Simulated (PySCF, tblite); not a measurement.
**C8H12F2: geometry, infrared bands and NMR shifts**

Aim: predict the infrared bands and NMR shifts of C8H12F2 (`C=C(C)C1C[C@@H](F)[C@H](F)C1`).

The runs use tblite 0.8.0 and PySCF 2.14.0, with density-fitted response routines of our own; the level of theory stands in each step. All values are computed, except where a source is named. Atoms are numbered from 0 throughout.

## (1) The molecule as given

22 atoms, charge 0, multiplicity 1; geometry from: force field or distance geometry start.

Bonds of the start (Å): C0–C1 1.35, C1–C2 1.52, C1–C3 1.45, C3–C4 1.51, C4–C5 1.54, C5–F6 1.40, C5–C7 1.50, C7–F8 1.38, C7–C9 1.51, C9–C3 1.53, C0–H10 1.07, C0–H11 1.09, C2–H12 1.11, C2–H13 1.09, C2–H14 1.11, C3–H15 1.12, C4–H16 1.10, C4–H17 1.11, C5–H18 1.08, C7–H19 1.11, C9–H20 1.11, C9–H21 1.09.

## (2) Geometry optimisation with GFN2-xTB

The job: settings as JSON, then the geometry in Å.

```
{"job": {"kind": "relax", "xc": "GFN2-xTB", "basis": "xTB"}, "charge": 0, "multiplicity": 1}
C      2.262700     1.350100     0.330500
C      1.465700     0.269500     0.168200
C      2.219500    -1.044400     0.106300
C      0.022100     0.409700     0.088400
C     -0.789000    -0.391700     1.079000
C     -2.195200    -0.212800     0.475000
F     -2.780200     0.807200     1.231800
C     -2.019700     0.251900    -0.937400
F     -2.893600    -0.341400    -1.831800
C     -0.585100    -0.120500    -1.207500
H      3.326100     1.276100     0.392400
H      1.791400     2.332400     0.395800
H      3.142900    -0.903200     0.714200
H      1.623400    -1.901200     0.420500
H      2.534300    -1.104700    -0.960800
H     -0.307600     1.476500     0.167700
H     -0.742500    -0.001700     2.111300
H     -0.524600    -1.471900     1.013700
H     -2.774900    -1.126800     0.547100
H     -2.062900     1.356900    -0.970200
H     -0.559000    -1.234900    -1.232000
H     -0.164400     0.344200    -2.103200
```

The run is started by

```bash
$ OMP_NUM_THREADS=1 python probes_run.py task.json out
```

This one command runs all jobs of the session in turn.

**Question.** This job is followed by: GFN2-xTB harmonic vibrations, gas phase; GIAO PBE0/pcSseg-1 NMR shielding, non-relativistic, gas phase. Predict these results of the whole session: strongest single infrared mode (GFN2-xTB); zero-point energy (GFN2-xTB); ¹³C shifts against TMS (PBE0/pcSseg-1); ¹H shifts against TMS (PBE0/pcSseg-1, means over atoms taken as alike); ¹⁹F shifts against CFCl3 (PBE0/pcSseg-1).

**Answer**, as computed:

| quantity | value |
| --- | --- |
| strongest single infrared mode (GFN2-xTB) | 3131 cm⁻¹, 47 km/mol |
| zero-point energy (GFN2-xTB) | 114.4 kcal/mol |
| ¹³C shifts against TMS (PBE0/pcSseg-1) | 153.4, 119.7, 104.6, 103.4, 49.8, 42.4, 40.6, 19.4 ppm |
| ¹H shifts against TMS (PBE0/pcSseg-1, means over atoms taken as alike) | 5.47, 5.30, 5.29, 5.16, 2.94, 2.32, 1.90, 1.86, 1.82, 1.74 ppm |
| ¹⁹F shifts against CFCl3 (PBE0/pcSseg-1) | -205.4, -208.1 ppm |

**Reading.** Over 122 steps the energy fell by 0.716 eV; of the close pairs, C1–C3 changed most, 1.453 to 1.506 Å. No mode is imaginary among the 60: a minimum at this level. The strongest single mode, at 3131 cm⁻¹, moves mainly H10 and H11. Unscaled tight-binding wavenumbers are off by several per cent, some by more. Its intensities can rank the bands wrongly. The most deshielded carbon is C1 (fully substituted alkene carbon), at 153.4 ppm: an sp2 carbon of a C=C bond. At PBE0/pcSseg-1: The widest tensor belongs to C1: span 247 ppm, with a paramagnetic part of -226 ppm.
